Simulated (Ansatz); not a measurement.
**PtB+ (triplet): the correlation ladder, def2-TZVPP**

How much of the correlation energy of PtB+ (triplet) does each wave-function method recover here?

Method: def2-TZVPP, core rule «outside noble gas», up to 5 orbitals frozen; program: Ansatz 0.2.0, Gaussian basis.

To be run: UHF; CCSD(T) on ROHF; CCSD(T) on UHF; CCSDT(Q) on ROHF; CCSDT(Q) on UHF; CASSCF and MRCISD+Q, 12 electrons in 10 orbitals; CASSCF and NEVPT2, 12 electrons in 10 orbitals.

6 further runs of the same task are left out: 1 that didn't finish, 5 set aside as unsound or not needed.

### Step 1. What is computed

The geometry is a PBE0/def2-TZVP stationary point (not a proven minimum) of the parent state, kept for this charge and spin. No spin-orbit coupling is included. Elements past krypton take def2 core potentials.

2 atoms, charge 1, spin multiplicity 3.

Atoms are counted from 1 here; the program's logs count them from 0.

Bond lengths: Pt1–B2 1.882 Å.

In the tables R marks a restricted open-shell determinant and U an unrestricted one; 'valence' is the active space of 12 electrons in 10 orbitals; energies count from the table's Hartree-Fock row.

### Step 2. UHF

in.yaml reads:

```yaml
crystal:
  periodic: [false, false, false]
  atoms:
    - {symbol: Pt, position_ang: [0.000000, 0.000000, 0.000000]}
    - {symbol: B, position_ang: [0.000000, 0.000000, 1.881800]}
basis:
  gaussian: {orbitals: def2-TZVPP}
total_charge: 1
magnetization: {spin_polarized: true, initial_magnetization: 2}
hamiltonian: {xc: hf}
output: {orbitals: {seedname: orbitals}}
```

The run is started by

```console
> ansatz run in.yaml --threads 1 --pin off --events-out ev --progress --plain --max-ram 4096MiB --backend cpu
```

Output:

```text
Functional definition: HF
  name "HF"
  cite "Fock, Z. Phys. 61, 126 (1930) doi:10.1007/BF01340294"
  parent pbe
  exchange = exact_x
  correlation = 0
765 factors; their error is unknown
mean field evaluation 1: about -3875.7456 eV, gradient 4.1e1 eV
mean field evaluation 2: about -3871.1894 eV, gradient 5.8e1 eV
mean field evaluation 4: about -3883.8075 eV, gradient 3.3e0 eV
mean field evaluation 8: about -3883.9820 eV, gradient 2.4e-1 eV
mean field evaluation 16: about -3884.1606 eV, gradient 2.7e-3 eV
mean field evaluation 32: about -3884.4256 eV, gradient 7.5e-5 eV
mean field evaluation 64: about -3884.1552 eV, gradient 4.9e-1 eV
mean field evaluation 96: about -3883.1972 eV, gradient 1.3e0 eV
mean field evaluation 128: about -3880.4552 eV, gradient 1.2e0 eV
mean field evaluation 160: about -3880.7294 eV, gradient 3.1e0 eV
mean field evaluation 192: about -3883.9309 eV, gradient 1.2e0 eV
mean field evaluation 224: about -3877.4416 eV, gradient 1.2e-1 eV
mean field -3884.42328046 eV, -142.7499226002 hartree, gradient 5.8e-6 eV, S^2 2.052751; 6 other end points of the search recorded, 0 dependent functions left out
reference -3884.42328046 eV, -142.7499226002 hartree; 12, 10 occupied and 75, 77 virtual orbitals, 765 factors
Total energy: -3884.42328046 eV, -142.7499226002 hartree
```

It took 5 s on 1 thread of AMD EPYC 7R13, shared host.

From the report: ⟨S²⟩ of the determinant 2.053 (pure triplet: 2.00).

### Step 3. CCSD(T) on ROHF

in.yaml reads:

```yaml
crystal:
  periodic: [false, false, false]
  atoms:
    - {symbol: Pt, position_ang: [0.000000, 0.000000, 0.000000]}
    - {symbol: B, position_ang: [0.000000, 0.000000, 1.881800]}
basis:
  gaussian: {orbitals: def2-TZVPP}
total_charge: 1
magnetization: {spin_polarized: false, initial_magnetization: 2}
correlation: {method: ccsd_t, electrons: outside_noble_gas}
output: {forces: true}
```

The run is started by

```console
> ansatz run in.yaml --threads 2 --pin off --events-out ev --progress --plain --max-ram 24576MiB --backend cuda --devices 0, --max-vram 18GiB
```

Output, shortened:

```text
Functional definition: HF
  name "HF"
  cite "Fock, Z. Phys. 61, 126 (1930) doi:10.1007/BF01340294"
  parent pbe
[...]
587 factors; integrals over basis functions are off by at most 1.3e-3 eV
[...]
mean field -3884.17064061 eV, -142.7406382572 hartree, gradient 2.9e-6 eV, S^2 2.000000; 23 other end points of the search recorded, 0 dependent functions left out
[...]
determinant -3884.17064061 eV, -142.7406382572 hartree, with singles and doubles -3894.31053373 eV, -143.1132724560 hartree
determinant -3884.02853126 eV, -142.7354158346 hartree, with singles and doubles -3894.21451132 eV, -143.1097436976 hartree
determinant -3883.02652600 eV, -142.6985928205 hartree, with singles and doubles -3893.03609075 eV, -143.0664375403 hartree
determinant -3882.00808604 eV, -142.6611658424 hartree, with singles and doubles -3891.93880954 eV, -143.0261131996 hartree
[...]
determinant -3884.02853126 eV, -142.7354158346 hartree, with singles and doubles -3894.16181199 eV, -143.1078070328 hartree
[...]
5 core orbitals not correlated: weight in the atoms' cores, before any rotation towards them, 1.000 or more for the frozen orbitals, at most 0.000 for the correlated occupied ones
reference -3884.17064061 eV, -142.7406382572 hartree; 7, 5 occupied and 75, 77 virtual orbitals, 587 factors
second order -10.30205373 eV of doubles, -0.08008408 eV of singles
cycle   1  -10.08259145 eV  change   -2.0e-6 eV  update   2.0e-6
[...]
cycle  12  -10.08259224 eV  change    3.1e-8 eV  update   1.9e-8
perturbative correction -0.58596731 eV, -0.0215339013 hartree
[...]
Total energy: -3894.83920016 eV, -143.1327005892 hartree
Atom 0 at     0.000000     0.000000     0.000000 Å, force    -0.000000     0.000000     0.271084 eV/Å
Atom 1 at     0.000000     0.000000     1.881800 Å, force     0.000000    -0.000000    -0.271084 eV/Å
Dipole moment:     0.000000     0.000000     0.278845 e Å
```

It took 28 s on 1 × H100 (card shared with other runs) with 2 threads of AMD EPYC 7R13, shared host; peak host memory 0.94 GiB.

From the report: correlation -10.6686 eV; T1 0.053; largest double amplitude 0.05.

### Step 4. CCSD(T) on UHF

in.yaml: that of step 3 with these lines changed.

```diff
@@ -8,3 +8,3 @@
 total_charge: 1
-magnetization: {spin_polarized: false, initial_magnetization: 2}
+magnetization: {spin_polarized: true, initial_magnetization: 2}
 correlation: {method: ccsd_t, electrons: outside_noble_gas}
```

The command is unchanged.

Output, shortened:

```text
Functional definition: HF
  name "HF"
  cite "Fock, Z. Phys. 61, 126 (1930) doi:10.1007/BF01340294"
  parent pbe
[...]
587 factors; integrals over basis functions are off by at most 1.3e-3 eV
[...]
mean field -3884.42336678 eV, -142.7499257726 hartree, gradient 1.4e-6 eV, S^2 2.052751; 20 other end points of the search recorded, 0 dependent functions left out
determinant -3884.42336678 eV, -142.7499257726 hartree, with singles and doubles -3894.38463542 eV, -143.1159956431 hartree
determinant -3884.16067991 eV, -142.7402722079 hartree, with singles and doubles -3894.23682669 eV, -143.1105637722 hartree
determinant -3883.23782615 eV, -142.7063579578 hartree, with singles and doubles -3893.10090588 eV, -143.0688194525 hartree
determinant -3882.34878830 eV, -142.6736864195 hartree, with singles and doubles -3891.92749301 eV, -143.0256973250 hartree
[...]
determinant -3884.16067991 eV, -142.7402722079 hartree, with singles and doubles -3894.19660207 eV, -143.1090855448 hartree
5 core orbitals not correlated: weight in the atoms' cores, before any rotation towards them, 0.999 or more for the frozen orbitals, at most 0.000 for the correlated occupied ones
reference -3884.42336678 eV, -142.7499257726 hartree; 7, 5 occupied and 75, 77 virtual orbitals, 587 factors
second order -10.20860664 eV of doubles, -0.00000000 eV of singles
cycle   1  -9.90387610 eV  change   -1.8e-6 eV  update   6.3e-6
[...]
cycle   9  -9.90387653 eV  change    1.2e-7 eV  update   1.2e-7
perturbative correction -0.57629801 eV, -0.0211785613 hartree
[...]
Total energy: -3894.90354132 eV, -143.1350650832 hartree
Atom 0 at     0.000000     0.000000     0.000000 Å, force    -0.000000    -0.000000     0.265849 eV/Å
Atom 1 at     0.000000     0.000000     1.881800 Å, force     0.000000     0.000000    -0.265849 eV/Å
Dipole moment:    -0.000000    -0.000000     0.281125 e Å
```

Wall time 21 s (1 × H100 (card shared with other runs) with 2 threads of AMD EPYC 7R13, shared host); peak host memory 0.94 GiB.

From the report: ⟨S²⟩ of the determinant 2.053 (pure triplet: 2.00); correlation -10.4802 eV; T1 0.039; largest double amplitude 0.05.

### Step 5. CCSDT(Q) on ROHF

in.yaml reads:

```yaml
crystal:
  periodic: [false, false, false]
  atoms:
    - {symbol: Pt, position_ang: [0.000000, 0.000000, 0.000000]}
    - {symbol: B, position_ang: [0.000000, 0.000000, 1.881800]}
basis:
  gaussian: {orbitals: def2-TZVPP}
total_charge: 1
magnetization: {spin_polarized: false, initial_magnetization: 2}
correlation: {method: ccsdt_q, electrons: outside_noble_gas}
```

Launched as before.

Output, shortened:

```text
Functional definition: HF
  name "HF"
  cite "Fock, Z. Phys. 61, 126 (1930) doi:10.1007/BF01340294"
  parent pbe
[...]
1067 factors; integrals over basis functions are off by at most 1.7e-7 eV
[...]
mean field -3884.17064519 eV, -142.7406384253 hartree, gradient 2.9e-6 eV, S^2 2.000000; 23 other end points of the search recorded, 0 dependent functions left out
[...]
determinant -3884.17064519 eV, -142.7406384253 hartree, with singles and doubles -3894.31096649 eV, -143.1132883598 hartree
determinant -3884.02853641 eV, -142.7354160241 hartree, with singles and doubles -3894.21444837 eV, -143.1097413842 hartree
determinant -3883.02653098 eV, -142.6985930035 hartree, with singles and doubles -3893.03770328 eV, -143.0664967999 hartree
determinant -3882.00809278 eV, -142.6611660899 hartree, with singles and doubles -3891.93977811 eV, -143.0261487941 hartree
[...]
determinant -3880.24061301 eV, -142.5962124065 hartree, with singles and doubles -3890.42493791 eV, -142.9704794436 hartree
determinant -3884.17064519 eV, -142.7406384253 hartree, with singles and doubles -3894.25322849 eV, -143.1111665273 hartree
determinant -3884.02853641 eV, -142.7354160241 hartree, with singles and doubles -3894.16181156 eV, -143.1078070170 hartree
[...]
5 core orbitals not correlated: weight in the atoms' cores, before any rotation towards them, 1.000 or more for the frozen orbitals, at most 0.000 for the correlated occupied ones
reference -3884.17064519 eV, -142.7406384253 hartree; 7, 5 occupied and 75, 77 virtual orbitals, 1067 factors
second order -10.30205877 eV of doubles, -0.08008408 eV of singles
cycle   1  -9.51984039 eV  change    8.6e-1 eV  update   1.4e-1
[...]
cycle  24  -10.66927628 eV  change    1.9e-7 eV  update   9.9e-7
perturbative correction -0.01846489 eV, -0.0006785721 hartree
Total energy: -3894.85838636 eV, -143.1334056689 hartree
```

Wall time 39 s (1 × H100 (card shared with other runs) with 2 threads of AMD EPYC 7R13, shared host); peak host memory 1.1 GiB.

From the report: correlation -10.6877 eV; T1 0.059; largest double amplitude 0.06.

### Step 6. CCSDT(Q) on UHF

in.yaml: that of step 5 with these lines changed.

```diff
@@ -8,3 +8,3 @@
 total_charge: 1
-magnetization: {spin_polarized: false, initial_magnetization: 2}
+magnetization: {spin_polarized: true, initial_magnetization: 2}
 correlation: {method: ccsdt_q, electrons: outside_noble_gas}
```

Same command.

Output, shortened:

```text
Functional definition: HF
  name "HF"
  cite "Fock, Z. Phys. 61, 126 (1930) doi:10.1007/BF01340294"
  parent pbe
[...]
1067 factors; integrals over basis functions are off by at most 1.7e-7 eV
[...]
mean field -3884.42337138 eV, -142.7499259415 hartree, gradient 1.4e-6 eV, S^2 2.052751; 20 other end points of the search recorded, 0 dependent functions left out
determinant -3884.42337138 eV, -142.7499259415 hartree, with singles and doubles -3894.38423327 eV, -143.1159808642 hartree
determinant -3884.16068508 eV, -142.7402723982 hartree, with singles and doubles -3894.23670944 eV, -143.1105594633 hartree
determinant -3883.23783119 eV, -142.7063581430 hartree, with singles and doubles -3893.10077576 eV, -143.0688146708 hartree
determinant -3882.34879499 eV, -142.6736866654 hartree, with singles and doubles -3891.92752338 eV, -143.0256984411 hartree
[...]
determinant -3881.11011190 eV, -142.6281659012 hartree, with singles and doubles -3890.29411892 eV, -142.9656719344 hartree
determinant -3884.42337138 eV, -142.7499259415 hartree, with singles and doubles -3894.32723930 eV, -143.1138863745 hartree
determinant -3884.16068508 eV, -142.7402723982 hartree, with singles and doubles -3894.19660174 eV, -143.1090855328 hartree
5 core orbitals not correlated: weight in the atoms' cores, before any rotation towards them, 0.999 or more for the frozen orbitals, at most 0.000 for the correlated occupied ones
reference -3884.42337138 eV, -142.7499259415 hartree; 7, 5 occupied and 75, 77 virtual orbitals, 1067 factors
second order -10.20861051 eV of doubles, -0.00000000 eV of singles
cycle   1  -9.39224755 eV  change    8.2e-1 eV  update   1.4e-1
[...]
cycle  24  -10.47918509 eV  change   -2.3e-7 eV  update   7.9e-7
perturbative correction -0.03491427 eV, -0.0012830758 hartree
Total energy: -3894.93747074 eV, -143.1363119663 hartree
```

Run time: 35 s. Hardware: 1 × H100 (card shared with other runs) with 2 threads of AMD EPYC 7R13, shared host; peak host memory 0.99 GiB.

From the report: ⟨S²⟩ of the determinant 2.053 (pure triplet: 2.00); correlation -10.5141 eV; T1 0.043; largest double amplitude 0.06.

### Step 7. CASSCF and MRCISD+Q, 12 electrons in 10 orbitals

in.yaml reads:

```yaml
crystal:
  periodic: [false, false, false]
  atoms:
    - {symbol: Pt, position_ang: [0.000000, 0.000000, 0.000000]}
    - {symbol: B, position_ang: [0.000000, 0.000000, 1.881800]}
basis:
  gaussian: {orbitals: def2-TZVPP}
total_charge: 1
magnetization: {spin_polarized: false, initial_magnetization: 2}
correlation: {method: fic_mrcisd_q, electrons: outside_noble_gas, active_space: {window: {electrons: 12, orbitals: 10}, shells: [{species: B, l: s, shell: 2}, {species: B, l: p, shell: 2}, {species: Pt, l: s, shell: 6}, {species: Pt, l: d, shell: 5}]}}
```

The command is unchanged.

Output, shortened:

```text
Functional definition: HF
  name "HF"
  cite "Fock, Z. Phys. 61, 126 (1930) doi:10.1007/BF01340294"
  parent pbe
[...]
1067 factors; integrals over basis functions are off by at most 1.7e-7 eV
[...]
mean field -3884.17064519 eV, -142.7406384253 hartree, gradient 2.9e-6 eV, S^2 2.000000; 17 other end points of the search recorded, 0 dependent functions left out
reference -3884.17064519 eV, -142.7406384253 hartree; 12, 10 occupied and 75, 77 virtual orbitals, 1067 factors
state -3886.37338354 eV, -142.8215875666 hartree
contracted CI cycle   1: correlation 0.00000000 eV, 0.0000000000 hartree, residual 3.12e1 eV
contracted CI cycle   2: correlation -7.41560117 eV, -0.2725183166 hartree, residual 4.13e0 eV
contracted CI cycle   3: correlation -7.60565929 eV, -0.2795028236 hartree, residual 9.72e-1 eV
contracted CI cycle   4: correlation -7.61737840 eV, -0.2799334931 hartree, residual 2.60e-1 eV
contracted CI cycle   5: correlation -7.61811481 eV, -0.2799605556 hartree, residual 6.34e-2 eV
contracted CI cycle   6: correlation -7.61816077 eV, -0.2799622445 hartree, residual 1.71e-2 eV
contracted CI cycle   7: correlation -7.61816385 eV, -0.2799623576 hartree, residual 4.01e-3 eV
contracted CI cycle   8: correlation -7.61816402 eV, -0.2799623640 hartree, residual 9.36e-4 eV
state -3886.37338354 eV, -142.8215875666 hartree; corrected -3894.61846351 eV, -143.1245886667 hartree
Total energy: -3894.61846351 eV, -143.1245886667 hartree
Checks for a lower state left out: starts, orbital_swaps
```

Wall time 15 s (1 × H100 (card shared with other runs) with 2 threads of AMD EPYC 7R13, shared host); peak host memory 0.9 GiB.

From the report: 11,124 determinants; active occupations 2.00, 1.97, 1.96, 1.96, 1.95, 1.00, 1.00, 0.05, 0.05, 0.05.

### Step 8. CASSCF and NEVPT2, 12 electrons in 10 orbitals

in.yaml reads:

```yaml
crystal:
  periodic: [false, false, false]
  atoms:
    - {symbol: Pt, position_ang: [0.000000, 0.000000, 0.000000]}
    - {symbol: B, position_ang: [0.000000, 0.000000, 1.881800]}
basis:
  gaussian: {orbitals: def2-TZVPP}
total_charge: 1
magnetization: {spin_polarized: false, initial_magnetization: 2}
correlation: {method: sc_nevpt2, electrons: outside_noble_gas, active_space: {window: {electrons: 12, orbitals: 10}, shells: [{species: B, l: s, shell: 2}, {species: B, l: p, shell: 2}, {species: Pt, l: s, shell: 6}, {species: Pt, l: d, shell: 5}]}}
```

The run is started by

```console
> ansatz run in.yaml --threads 1 --pin off --events-out ev --progress --plain --max-ram 4096MiB --backend cpu
```

Output, shortened:

```text
Functional definition: HF
  name "HF"
  cite "Fock, Z. Phys. 61, 126 (1930) doi:10.1007/BF01340294"
  parent pbe
[...]
1067 factors; integrals over basis functions are off by at most 1.7e-7 eV
[...]
mean field -3884.17064519 eV, -142.7406384253 hartree, gradient 2.9e-6 eV, S^2 2.000000; 17 other end points of the search recorded, 0 dependent functions left out
reference -3884.17064519 eV, -142.7406384253 hartree; 12, 10 occupied and 75, 77 virtual orbitals, 1067 factors
state -3886.37338354 eV, -142.8215875666 hartree
state -3886.37338354 eV, -142.8215875666 hartree; corrected -3894.00750361 eV, -143.1021363044 hartree
Total energy: -3894.00750361 eV, -143.1021363044 hartree
Checks for a lower state left out: starts, orbital_swaps
```

It took 16 s on 1 thread of AMD EPYC 7R13, shared host.

From the report: 11,124 determinants; active occupations 2.00, 1.97, 1.96, 1.96, 1.95, 1.00, 1.00, 0.05, 0.05, 0.05.

### Step 9. How many determinants matter

Natural occupations of the CASSCF valence state about the gap (report; correlated orbitals 3 to 10): 1.963, 1.963, 1.955, 1.002, 1.002, 0.048, 0.047, 0.047. The count of effectively unpaired electrons, Σ n²(2 − n)², is 2.05; a single determinant of this spin has 2.

### Step 10. All levels against the top one

No level here is safe as a reference; RCCSDT(Q) serves as a yardstick only. Rows without a time come out of other runs: HF, MP2 and CCSD of CCSD(T), CCSDT of CCSDT(Q), CASSCF and MRCISD of the multireference runs. The times of RCCSD(T), UCCSD(T) include forces.

Differences are taken before rounding.

```csv
method,energy from the lowest RHF (meV),from RCCSDT(Q) (meV),time
RHF,0.0,+10687.7,
UHF,-252.7,+10435.0,
RMP2,-10382.1,+305.6,
UMP2,-10461.3,+226.4,
RCCSD,-10082.6,+605.2,
UCCSD,-10156.6,+531.1,
RCCSD(T),-10668.6,+19.2,28 s (GPU)
UCCSD(T),-10732.9,-45.2,21 s (GPU)
RCCSDT,-10669.3,+18.5,
UCCSDT,-10731.9,-44.2,
RCCSDT(Q),-10687.7,0,39 s (GPU)
UCCSDT(Q),-10766.8,-79.1,35 s (GPU)
CASSCF valence,-2202.7,+8485.0,
NEVPT2 valence,-9836.9,+850.9,16 s
MRCISD valence,-9820.9,+866.8,
MRCISD+Q valence,-10447.8,+239.9,15 s (GPU)
```

Some runs used a GPU and others CPU threads alone; cost is compared among the GPU runs only.

Among the levels timed on like hardware and quicker than the yardstick, those that no quicker one beats, quickest first: MRCISD+Q valence (15 s, +239.9 meV); UCCSD(T) (21 s, -45.2 meV); RCCSD(T) (28 s, +19.2 meV).

### Step 11. What came out

| quantity | value |
| --- | --- |
| RCCSDT(Q) below the RHF energy | -10.6877 eV |
| RMP2 from RCCSDT(Q) | +305.6 meV |
| UMP2 from RCCSDT(Q) | +226.4 meV |
| RCCSD from RCCSDT(Q) | +605.2 meV |
| RCCSD(T) from RCCSDT(Q) | +19.2 meV |
| UCCSD(T) from RCCSDT(Q) | -45.2 meV |
| UCCSDT(Q) from RCCSDT(Q) | -79.1 meV |
| NEVPT2 valence from RCCSDT(Q) | +850.9 meV |
| MRCISD+Q valence from RCCSDT(Q) | +239.9 meV |
| T1 diagnostic | 0.053 |
| effectively unpaired electrons | 2.05 |

RCCSD(T) lands +19.2 meV from the yardstick (0.2 % of the correlation energy). CCSD(T) misses by +19.2 meV on the restricted determinant and by -45.2 meV on the unrestricted one; the two need not hold the same state or core. The occupations are near whole numbers, but T1 = 0.053 shows that the orbitals relax strongly. Warnings: large T1 diagnostic.
